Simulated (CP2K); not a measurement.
Crystal: NbTe.

```xyz
2
Lattice="3.4257 0.0000 0.0000 0.0000 3.4257 0.0000 0.0000 0.0000 3.4257" Properties=species:S:1:pos:R:3 pbc="T T T"
Nb    1.7128    1.7128    1.7128
Te    0.0000    0.0000    0.0000
```

The cell was built by a generator and needn't be a form met in nature.

Base run:

| Item | Value |
| --- | --- |
| Program | CP2K 2026.2 |
| Functional | PBEsol |
| Potentials or basis | POTENTIAL_UZH Nb GTH-PBE-q13, Te GTH-PBE-q6; TZVP-MOLOPT-PBE-GTH basis |
| Density cutoff | 6123 eV |
| k mesh | 8 × 8 × 8 |
| Occupations | fermi-dirac, width 0.05 eV |
| Spin | no spin polarisation |

Its results: band gap on the k mesh none (metal or under the smearing width); pressure -1.2 GPa.

Task: The run is repeated on the same cell with these changes: functional from PBEsol to PBE. What comes out?

Result: Band gap on the k mesh none (metal or under the smearing width); pressure 2.6 GPa.

PBE binds less tightly than PBEsol, so the same cell stands under more pressure.

Caveats: spin-orbit coupling is left out, which moves the levels of the heavy elements; the basis of atomic orbitals isn't converged, which shifts pressures, moduli and gaps; the potentials were made for another functional, which shifts forces and pressure (some runs).
